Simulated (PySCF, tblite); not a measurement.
# C₅H₇B₂F₂ radical: geometry, infrared bands and EPR parameters

Aim: predict the infrared bands and EPR parameters of C₅H₇B₂F₂ radical (`CB(CB(F)F)[C@@H]1[C]=C1`).

Computed with tblite 0.8.0 and PySCF 2.14.0, with density-fitted response routines of our own, on a single molecule in the gas phase. Atoms are numbered from 0 throughout.

## 1. Starting geometry

16 atoms, charge 0, multiplicity 2; geometry from: force field or distance geometry start.

Bonds of the start (Å): C0–B1 1.60, B1–C2 1.59, C2–B3 1.61, B3–F4 1.45, B3–F5 1.43, B1–C6 1.60, C6–C7 1.40, C7–C8 1.46, C8–C6 1.40, C0–H9 1.12, C0–H10 1.11, C0–H11 1.10, C2–H12 1.12, C2–H13 1.11, C6–H14 1.11, C8–H15 1.07.

## 2. Relaxing the molecule with GFN2-xTB

The job: settings as JSON, then the geometry in Å.

```
{"job": {"kind": "relax", "xc": "GFN2-xTB", "basis": "xTB"}, "charge": 0, "multiplicity": 2}
C      0.162300    -1.657700    -0.674000
B      0.166900    -0.272700     0.118500
C     -1.171300     0.296900     0.756100
B     -2.138200     0.839200    -0.408800
F     -3.436000     0.226400    -0.591300
F     -1.727100     1.932500    -1.241300
C      1.572800     0.421500     0.439400
C      1.602000     1.816400     0.297900
C      2.176400     0.934400    -0.710700
H     -0.886600    -2.046400    -0.742600
H      0.551400    -1.495300    -1.696700
H      0.781300    -2.401300    -0.142400
H     -1.696400    -0.500400     1.334800
H     -0.951800     1.138200     1.441300
H      2.303900    -0.018300     1.146500
H      2.682800     0.795500    -1.643700
```

On the command line:

```
$ OMP_NUM_THREADS=1 python probes_run.py task.json out
```

The driver reads the jobs from task.json and runs them one after another.

Log:

```text
step      E/eV     max force
  0    -708.25993    5.030
  1    -708.96583    2.625
  2    -709.48829    3.399
  3    -706.47126   30.214
  4    -709.77905    2.164
  5    -709.84914    1.116
  6    -709.90587    0.416
  7    -709.91647    0.458
  8    -709.92812    0.269
  9    -709.93310    0.253
 10    -709.94270    0.385
 11    -709.95048    0.429
 12    -709.95735    0.279
 13    -709.96097    0.141
 14    -709.96282    0.128
 15    -709.96400    0.142
 16    -709.96491    0.093
 17    -709.96582    0.092
 18    -709.96706    0.127
 19    -709.96883    0.183
 20    -709.97108    0.183
 21    -709.97356    0.136
 22    -709.97615    0.126
 23    -709.97905    0.215
 24    -709.98251    0.238
 25    -709.98579    0.150
 26    -709.98797    0.109
 27    -709.98972    0.137
 28    -709.99173    0.177
 29    -709.99396    0.154
 30    -709.99641    0.155
 31    -709.99918    0.133
 32    -710.00276    0.171
 33    -710.00769    0.206
 34    -710.01359    0.209
 35    -710.01885    0.472
 36    -710.01395    0.732
 37    -710.03072    0.224
 38    -710.03698    0.194
 39    -710.06125    0.519
 40    -710.06810    0.244
 41    -710.07642    0.297
 42    -710.08059    0.232
 43    -710.08654    0.326
 44    -710.09327    0.223
 45    -710.09790    0.503
 46    -710.10759    0.299
 47    -710.11608    0.222
 48    -710.12378    0.362
 49    -710.13085    0.288
 50    -710.13820    0.236
 51    -710.14019    0.686
 52    -710.14686    0.186
 53    -710.15006    0.178
 54    -710.15374    0.250
 55    -710.15669    0.245
 56    -710.16092    0.153
 57    -710.16424    0.118
 58    -710.16665    0.105
 59    -710.16810    0.114
 60    -710.17000    0.147
 61    -710.17263    0.099
 62    -710.17604    0.116
 63    -710.17796    0.115
 64    -710.17940    0.154
 65    -710.18045    0.151
 66    -710.18151    0.155
 67    -710.18264    0.076
 68    -710.18353    0.085
 69    -710.18414    0.078
 70    -710.18484    0.063
 71    -710.18653    0.122
 72    -710.18875    0.145
 73    -710.19153    0.127
 74    -710.19395    0.121
 75    -710.19604    0.170
 76    -710.19743    0.280
 77    -710.19997    0.146
 78    -710.20254    0.133
 79    -710.20522    0.111
 80    -710.20658    0.106
 81    -710.20829    0.167
 82    -710.20994    0.144
 83    -710.21172    0.118
 84    -710.21419    0.124
 85    -710.21666    0.108
 86    -710.21796    0.088
 87    -710.21934    0.097
 88    -710.22157    0.121
 89    -710.22439    0.165
 90    -710.22873    0.158
 91    -710.23227    0.214
 92    -710.23463    0.116
 93    -710.23637    0.224
 94    -710.23783    0.161
 95    -710.23864    0.081
 96    -710.23918    0.122
 97    -710.23986    0.076
 98    -710.24088    0.063
 99    -710.24139    0.060
100    -710.24161    0.039
101    -710.24170    0.026
102    -710.24177    0.025
103    -710.24185    0.028
104    -710.24199    0.033
105    -710.24219    0.042
106    -710.24244    0.058
107    -710.24270    0.048
108    -710.24296    0.059
109    -710.24323    0.066
110    -710.24354    0.059
111    -710.24381    0.042
112    -710.24406    0.054
113    -710.24425    0.037
114    -710.24444    0.026
115    -710.24453    0.025
116    -710.24462    0.019
117    -710.24467    0.013
118    -710.24471    0.010
119    -710.24473    0.014
120    -710.24474    0.015
121    -710.24476    0.015
122    -710.24478    0.011
123    -710.24480    0.012
124    -710.24481    0.007
```

Run time: 0.85 s. Hardware: 1 thread of Arm Neoverse V1, shared host; peak memory 0.18 GiB.

Step by step: (not every step is listed) (the energy doesn't fall at every step)

```tsv
step	energy from step 0 (eV)	largest force (eV/Å)
0	0.0000	5.0299
1	-0.7059	2.6247
2	-1.2284	3.3994
3	1.7887	30.2137
4	-1.5191	2.1640
5	-1.5892	1.1164
6	-1.6459	0.4160
7	-1.6565	0.4583
8	-1.6682	0.2688
19	-1.7089	0.1828
30	-1.7365	0.1549
41	-1.8165	0.2970
52	-1.8869	0.1861
63	-1.9180	0.1149
74	-1.9340	0.1206
85	-1.9567	0.1079
96	-1.9792	0.1220
107	-1.9828	0.0475
118	-1.9848	0.0099
119	-1.9848	0.0140
120	-1.9848	0.0154
121	-1.9848	0.0154
122	-1.9848	0.0114
123	-1.9849	0.0116
124	-1.9849	0.0071
```

Distances of close pairs at the start and the end, largest changes first:

```tsv
bond	before (Å)	after (Å)	change (Å)
C6–C8	1.396	1.661	+0.264
C7–C8	1.458	1.268	-0.190
B3–F4	1.447	1.321	-0.126
B3–F5	1.434	1.324	-0.110
C6–C7	1.402	1.498	+0.096
B1–C6	1.600	1.540	-0.061
C2–B3	1.608	1.564	-0.044
C0–H9	1.121	1.086	-0.035
```

The end geometry stands in the next job.

## 3. Infrared spectrum with GFN2-xTB

The job: settings as JSON, then the geometry in Å.

```
{"job": {"kind": "ir", "xc": "GFN2-xTB", "basis": "xTB"}, "charge": 0, "multiplicity": 2}
C     -0.032012    -2.035097    -0.175938
B      0.182545    -0.510204     0.160401
C     -1.043200     0.424165     0.573482
B     -1.730425     0.935736    -0.735124
F     -2.767671     0.344769    -1.300315
F     -1.283393     1.973059    -1.426193
C      1.586635     0.106565     0.025215
C      2.083955     1.253882     0.850065
C      1.736725     1.733688    -0.270963
H     -1.009761    -2.416509     0.104011
H      0.072809    -2.185394    -1.251083
H      0.722832    -2.668868     0.285834
H     -1.761055    -0.134497     1.170260
H     -0.678113     1.273049     1.150113
H      2.382948    -0.493311    -0.415480
H      1.529583     2.407909    -1.061403
```

Log:

```text
mode    cm-1     km/mol
  1     -42.1      1.69
  2      34.7      0.68
  3      45.0      0.50
  4      70.8      2.63
  5      90.4      2.92
  6     164.0      0.55
  7     185.6      4.23
  8     258.7      1.13
  9     321.6      0.78
 10     395.2      5.78
 11     422.4     12.14
 12     436.5     17.35
 13     529.4     32.72
 14     546.8     28.19
 15     624.8     17.17
 16     692.0     13.56
 17     778.6      2.97
 18     801.6     15.29
 19     811.3     28.77
 20     828.4     14.84
 21     861.2      2.44
 22     885.5     46.93
 23     988.9      5.18
 24    1076.8     16.32
 25    1102.3    393.78
 26    1123.2     49.04
 27    1204.2    234.28
 28    1250.3    394.89
 29    1264.9    386.82
 30    1285.8     61.20
 31    1386.5     32.13
 32    1450.0      7.22
 33    1479.2      3.30
 34    1487.9      2.57
 35    1852.1     32.07
 36    2956.4     56.34
 37    2995.4     18.16
 38    3004.4     13.66
 39    3019.6     14.40
 40    3026.6     21.71
 41    3052.3     29.26
 42    3263.7      0.85
```

Wall time 0.54 s (1 thread of Arm Neoverse V1, shared host); peak memory 0.18 GiB.

Which atoms move in the most intense modes:

```tsv
cm⁻¹	km/mol	atoms
886	46.9	H14 64 %, C6 16 %
1102	393.8	C2 30 %, H12 29 %, H13 16 %, B1 16 %
1123	49.0	B1 45 %, H13 31 %
1204	234.3	B1 46 %, H14 21 %, C6 11 %
1250	394.9	B3 68 %, F5 18 %
1265	386.8	B3 70 %, F4 20 %
1286	61.2	H14 63 %, C6 21 %, B1 11 %
2956	56.3	H14 93 %
```

## 4. g tensor and hyperfine couplings: B3LYP/pcH-1

Same as in step 3 but for these lines:

```diff
@@ -1,2 +1,2 @@
-{"job": {"kind": "ir", "xc": "GFN2-xTB", "basis": "xTB"}, "charge": 0, "multiplicity": 2}
+{"job": {"kind": "epr", "basis": "pcH-1"}, "charge": 0, "multiplicity": 2}
 C     -0.032012    -2.035097    -0.175938
```

Level: UKS B3LYP, pcH-1 on B C F H, non-relativistic, mean-field spin-orbit, GIAO.

Log:

```text
UKS, coarse grid
  cycle   1  E = -444.02198665  |g| = 5.73e-01
  cycle   2  E = -443.94333337  |g| = 7.84e-01
  cycle   3  E = -444.14483757  |g| = 8.09e-02
  cycle   4  E = -444.14663842  |g| = 5.05e-02
  cycle   5  E = -444.14769853  |g| = 2.11e-02
  cycle   6  E = -444.14793386  |g| = 5.59e-03
  cycle   7  E = -444.14796542  |g| = 2.08e-03
  cycle   8  E = -444.14797359  |g| = 1.29e-03
  cycle   9  E = -444.14797731  |g| = 5.39e-04
UKS, final grid
  cycle   1  E = -444.14789229  |g| = 4.97e-04
  cycle   2  E = -444.14789241  |g| = 6.81e-04
  cycle   3  E = -444.14789264  |g| = 1.89e-04
  cycle   4  E = -444.14789271  |g| = 1.85e-04
  cycle   5  E = -444.14789277  |g| = 7.52e-05
  cycle   6  E = -444.14789277  |g| = 1.31e-05
E = -444.14789277 Eh   <S^2> = 0.7578 (exact 0.7500)
g shifts (ppm)      1          2          3
  rmc          -153       -153       -153
  gc              6         19        -26
  oz_so        -679        509       1634
  total        -826        375       1456
hyperfine (MHz)  atom isotope    a_iso     a_fc   dipolar eigenvalues
    0   13C      -1.19      -1.19     -1.00     -0.25      1.25
    1   11B      -3.37      -3.37     -4.87     -1.58      6.46
    2   13C       1.31       1.31     -0.91      0.02      0.89
    3   11B       4.18       4.18     -0.60     -0.30      0.90
    4   19F      -0.31      -0.31     -1.17      0.01      1.17
    5   19F      -0.39      -0.39     -2.43     -0.67      3.10
    6   13C      34.20      34.20    -28.82    -26.93     55.75
    7   13C     492.37     492.37    -52.29    -35.01     87.31
    8   13C      28.30      28.30    -23.32     -4.88     28.20
    9    1H      -1.15      -1.15     -1.17     -0.86      2.03
   10    1H      12.30      12.30     -1.73     -0.79      2.52
   11    1H       7.46       7.46     -1.86     -1.21      3.07
   12    1H       6.27       6.27     -1.36     -1.09      2.45
   13    1H       1.15       1.15     -3.08     -1.68      4.76
   14    1H     -15.94     -15.94    -12.67     -3.73     16.40
   15    1H      -3.03      -3.03     -8.16      0.27      7.88
```

Run time: 1.7 min. Hardware: 1 thread of Arm Neoverse V1, shared host; peak memory 0.98 GiB.

Principal g values 2.00149, 2.00269, 2.00377; g(iso) = 2.00265, against 2.00232 for a free electron.

Mean a(iso) over the nuclei that a row names, and the largest dipolar term of the row (other rows stand at the frozen geometry):

```tsv
nuclei	isotope	a(iso) (MHz)	a(iso) (G, at g = 2.0023)	largest dipolar term (MHz)
C7	13C	492.4	175.7	87.3
C6	13C	34.2	12.2	55.8
C8	13C	28.3	10.1	28.2
H14	1H	-15.9	-5.7	16.4
H12	1H	6.3	2.2	2.5
H9, H10, H11	1H	6.2	2.2	3.1
B3	11B	4.2	1.5	0.9
B1	11B	-3.4	-1.2	6.5
H15	1H	-3.0	-1.1	-8.2
C2	13C	1.3	0.5	-0.9
C0	13C	-1.2	-0.4	1.3
H13	1H	1.1	0.4	4.8
F4, F5	19F	-0.3	-0.1	3.1
```

Mulliken spin populations:

C0 0.00; B1 0.06; C2 -0.01; B3 0.00; F4 0.00; F5 0.00; C6 0.31; C7 0.64; C8 -0.01; H9 0.00; H10 0.00; H11 0.00; H12 0.00; H13 0.00; H14 -0.01; H15 0.00

In first order the couplings over 0.8 MHz of 1H, 11B give 837 distinct lines over 24.1 G, if the averaged nuclei exchange fast.

The fields below are evaluated on a grid from the run's orbitals.

ELF in a plane through or near 6 of the atoms.

Ten even steps from ' ' (0.00) to '@' (1.00):
```
                                                        
                                                        
                                                        
                            ..--==--..                  
                  ..::......--++****--..                
                ..==++====..--++****==..                
                ..====----....--::..                    
                    ....--##%%**::                      
          ..::::..      ::**##++::    ..****==          
        ..++######++..  ..==**==------@@@@@@@@==        
        ..**####++**--::====  ..####**@@@@@@@@++        
        ..==++::**++##**%%@@--==@@++==++%%%%**::        
        ::++##%%##**++==::##++--++++++##++::..          
        ::++####==..++%%@@##::  ..%%@@@@@@++..          
          ::----..  ++@@@@@@--    ##@@@@@@**..          
                    ..##%%%%..    ..**##==..            
                      ::--::                            
                                                        
                                                        
                                                        
```
The map spans 10.9 Å across and 10.6 Å up, centred on the molecule. Atoms in the plane (x, y in Å): C0 (1.8, -0.9), B1 (0.4, -0.4), C6 (-0.8, -1.4), C8 (-2.4, -0.7), H9 (2.6, -0.3), H11 (2.0, -1.9).

On the surface of density 0.002 e/bohr³ the electrostatic potential runs, from the 1st to the 99th percentile, from -0.76 V near F4 to 1.70 V near B3.

The spin density lies nearest to C7 56 %; C6 23 %; C8 8 % (both signs).

## 5. Summary of results

| quantity | value |
| --- | --- |
| strongest single infrared mode (GFN2-xTB) | 1250 cm⁻¹, 395 km/mol |
| zero-point energy (GFN2-xTB) | 68.7 kcal/mol |
| g(iso) (B3LYP) | 2.00265 |
| ⟨S²⟩ | 0.758 (exact 0.75) |
| largest a(iso) (averaged by class) | 13C on C7, 492.4 MHz |
| surface potential, 1st and 99th percentile | -0.76 V and 1.70 V |

What this shows: The optimisation took 124 steps and gained 1.985 eV; among the close pairs (by a distance rule), C6–C8 changed most, from 1.396 to 1.661 Å. The lowest mode is imaginary (42i cm⁻¹), so the xTB geometry is not a minimum. The strongest single mode, at 1250 cm⁻¹, moves mainly B3. GFN2-xTB is a fitted tight-binding method: band positions and strengths are rough. Its intensities can rank the bands wrongly. C7 carries the largest spin population, 0.64 e. The isotropic g lies 0.3 ppt above the free-electron value.
